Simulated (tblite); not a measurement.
# CH10O2SSi4: the cost of one run

The runs use tblite 0.8.0 and PySCF 2.14.0, with density-fitted response routines of our own; the level of theory stands in each step. All values are computed, except where a source is named. Atoms are numbered from 0 throughout.

### 1 The starting structure

18 atoms, charge 0, multiplicity 1; geometry from: force field or distance geometry start.

Bonds of the start (Å): O0–C1 1.23, C1–Si2 1.88, Si2–Si3 2.32, Si3–O4 1.66, O4–Si5 1.65, Si2–S6 2.15, S6–Si7 2.14, C1–H8 1.09, Si2–H9 1.50, Si3–H10 1.48, Si3–H11 1.49, Si5–H12 1.49, Si5–H13 1.49, Si5–H14 1.48, Si7–H15 1.49, Si7–H16 1.49, Si7–H17 1.48.

### 2 Optimising the geometry with GFN2-xTB

What the job is given:

```
{"job": {"kind": "relax", "xc": "GFN2-xTB", "basis": "xTB"}, "charge": 0, "multiplicity": 1}
O     -2.519900    -1.280200    -1.503500
C     -2.752400    -0.157000    -1.062600
Si    -1.364900     0.754600    -0.190100
Si     0.551400     0.568700    -1.481400
O      1.836000     1.306800    -0.726500
Si     2.971600     0.981700     0.420000
S     -1.138700     0.188200     1.866700
Si    -0.872200    -1.913100     1.563500
H     -3.717600     0.340900    -1.122700
H     -1.730500     2.205000    -0.137200
H      0.331600     1.205500    -2.795400
H      0.907000    -0.864300    -1.704300
H      3.500300     2.257800     0.974400
H      4.083800     0.197700    -0.184500
H      2.355600     0.197000     1.512800
H     -0.450800    -2.519700     2.855200
H     -2.177000    -2.497200     1.160300
H      0.177900    -2.132600     0.543400
```

Command:

```sh
> OMP_NUM_THREADS=1 python probes_run.py task.json out
```

One launch serves the whole session: the jobs run in the order shown.

Q: Estimate the wall time and peak memory of this first job on 1 thread of Arm Neoverse V2, shared host.

About 2.7 s, with a peak of 0.18 GiB.
